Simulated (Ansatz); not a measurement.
## CdInS2, space group P-3m1: a projected density of states, step by step

Computed with Ansatz's Python interface.

At the Python prompt:
```pycon
>>> import ansatz as az
>>> import numpy as np
>>> MESH = (6, 6, 3)
>>> OCCUPATIONS = "Fermi-Dirac"
>>> SMEARING_WIDTH = 0.15
>>> FUNCTIONAL = "pbe"
>>> DISPERSION = "D4"
>>> EXTRA_BANDS = 14
>>> cdins2 = (
...     az.Lattice.of((3.8695, 0.0, 0.0), (-1.93475, 3.35108, 0.0), (0.0, 0.0, 6.81053))
...     .atom("Cd", (0.0, 0.0, 0.0))
...     .atom("In", (0.0, 0.0, 0.5))
...     .atom("S", (2 / 3, 1 / 3, 0.75505))
...     .atom("S", (1 / 3, 2 / 3, 0.24495))
... )
>>> model = cdins2.calculation()
>>> model = model.kpoints(*MESH, center="gamma")
>>> model = model.basis(35 * az.Ry)
>>> model = model.occupations(OCCUPATIONS, width=SMEARING_WIDTH)
>>> model = model.functional(FUNCTIONAL, dispersion=DISPERSION)
>>> model = model.scf(extra_bands=EXTRA_BANDS).density_of_states(projected=True, energy_step=0.05)
>>> session = model.session()
>>> planned = session.plan(threads=1)
>>> result = planned.execute()
>>> data = result.report
>>> data["mixing_algorithm"], data["preconditioner"], data["eigensolver"]
('MSR1', 'Kerker', 'band_cg')
>>> data["n_electrons"]
45.0
>>> {key: value for key, value in data.items() if isinstance(value, (int, float)) and "ev" in key}
{'gap_by_band_count_ev': -2.467386333928638, 'fermi_energy_ev': 9.466864529258368, 'harris_foulkes_ev': -15659.492594729749, 'free_energy_ev': -15659.492594722344, 'internal_energy_ev': -15659.402878106474, 'lagrangian_ev': -15659.492594722344, 'energy_sigma0_ev': -15659.447736414408, 'lagrangian_sigma0_ev': -15659.447736414408, 'lagrangian_above_aufbau_ev': -0.05498716408841927, 'entropy_ts_ev': 0.08971661587056644, 'loop_fermi_energy_ev': 9.466864529258368, 'occupations_fermi_energy_ev': 9.466864529422343}
>>> dos = result.density_of_states()
>>> energy = np.asarray(dos.energies_ev) - dos.fermi_ev
>>> curves = {}
>>> for site in result.projected_density_of_states().sites:
...     for shell in site.shells:
...         weight = sum(np.sum(curve.g_bin_mean_per_ev, axis=0) for curve in shell.curves)
...         name = f"{site.species} {shell.label}"
...         curves[name] = curves.get(name, 0) + weight
...
>>> step = energy[1] - energy[0]
>>> windows = [(-8, -4), (-4, 0), (0, 4)]
>>> print("states by shell in windows of E - E_F (eV):", windows)
states by shell in windows of E - E_F (eV): [(-8, -4), (-4, 0), (0, 4)]
>>> for name, g in curves.items():
...     print(f"{name:8s}", " ".join(f"{step * g[(energy >= a) & (energy < b)].sum():8.3f}" for a, b in windows))
...
Cd 4S       0.001    0.000    0.002
Cd 5S       0.471    0.220    0.919
Cd 4P       0.003    0.003    0.001
Cd 4D       0.161    0.153    0.012
In 5S       0.745    0.499    0.541
In 5P       0.416    0.501    1.574
In 4D       0.012    0.026    0.002
S 3S        0.215    0.090    0.299
S 3P        2.887    6.386    1.335
>>> filled = (energy < 0) & (energy > -8)
>>> for name, g in curves.items():
...     if g[filled].sum() * step > 0.5:
...         print(f"centre of {name}: {np.average(energy[filled], weights=g[filled]):.2f} eV")
...
centre of Cd 5S: -3.99 eV
centre of In 5S: -3.87 eV
centre of In 5P: -3.78 eV
centre of S 3P: -3.37 eV
```

Notes:
- Absolute energies stand on the zero of these potentials, so only differences at equal settings mean something. A total without «per atom» is that of the whole cell that was run.
- Dispersion corrections can be off by several per cent in the lattices of metals, and by several GPa in the pressure at a fixed cell.
- For a metal this k-point mesh is coarse: on a finer one energies can move by several to tens of meV an atom and pressures by half a GPa or more, differences at one mesh by less.
- The zero of the levels is a convention of the potentials, so an absolute Fermi energy is no work function.
- A Fermi-Dirac width this large means warm electrons, whose thermal share enters the free energy.
- A gap by band count of zero or less means overlapping bands, a metal, and at an odd count of electrons it is no gap at all.
- This cell is a computed structure, which may not be the phase found in nature.
- Levels are Kohn-Sham eigenvalues on this mesh, without spin-orbit coupling.
- Curves are summed over the cell's atoms. Only shells that the potentials hold have channels, so projections don't add up to the total, least of all where a shell is missing (p of most metals); heights and places of peaks move with the mesh.
- The density of states is complete only as far up as bands were computed.
- A band centre counts only the states inside the window taken.
- Hardware and time: 3.3 s on 1 thread of Arm Neoverse V2, on a shared host, peak memory 0.44 GiB.
